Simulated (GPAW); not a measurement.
A run of GPAW 26.7.0 is set up as follows.

The input run.py:

```python
from ase import Atoms
from ase.eos import EquationOfState
from ase.io import Trajectory
from ase.units import GPa
from gpaw import GPAW, PW

atoms = Atoms(['Ag', 'B', 'B'],
              cell=[[3.0, 0.0, 0.0],
                    [-1.5, 2.5980762114, 0.0],
                    [0.0, 0.0, 3.24]],
              scaled_positions=[[0.0, 0.0, 0.0],
                                [0.6666666667, 0.3333333333, 0.5],
                                [0.3333333333, 0.6666666667, 0.5]],
              pbc=True)

traj = Trajectory('eos.traj', 'w')
volumes, energies = [], []
for x in [0.94, 0.96, 0.98, 1.0, 1.02, 1.04, 1.06]:
    a = atoms.copy()
    a.set_cell(atoms.cell * x**(1 / 3), scale_atoms=True)
    calc = GPAW(mode=PW(800),
                xc='PBE',
                kpts={'size': (10, 10, 8), 'gamma': True},
                occupations={'name': 'fermi-dirac', 'width': 0.05},
                nbands=23,
                convergence={'density': 1e-05, 'energy': 1e-05},
                maxiter=150,
                txt=f'eos-{x:.2f}.txt')
    a.calc = calc
    energies.append(a.get_potential_energy(force_consistent=True))
    volumes.append(a.get_volume())
    p = -a.get_stress()[:3].mean() / GPa
    calc.write(f'eos-{x:.2f}.gpw')
    traj.write(a)
    print(f'{x:.2f} {volumes[-1]:10.4f} A^3 {energies[-1]:14.6f} eV {p:9.3f} GPa', flush=True)

v0, e0, B = EquationOfState(volumes, energies, eos='birchmurnaghan').fit()
print(f'V0 = {v0:.4f} A^3, E0 = {e0:.6f} eV, B0 = {B / GPa:.2f} GPa')
```

Potentials or basis: GPAW PAW data sets (gpaw-data 1.2.1), pw.

Launch:

```sh
$ OMP_NUM_THREADS=1 python run.py
```

Problem. Estimate the equilibrium volume.

Solution. Outside the volumes run.

Energy against volume, from the lowest point:
```
volume (Å³/atom)  energy (meV/atom)
           7.913             351.62
           8.081             271.66
           8.249             201.30
           8.418             139.68
           8.586              86.05
           8.754              39.69
           8.923               0.00
```
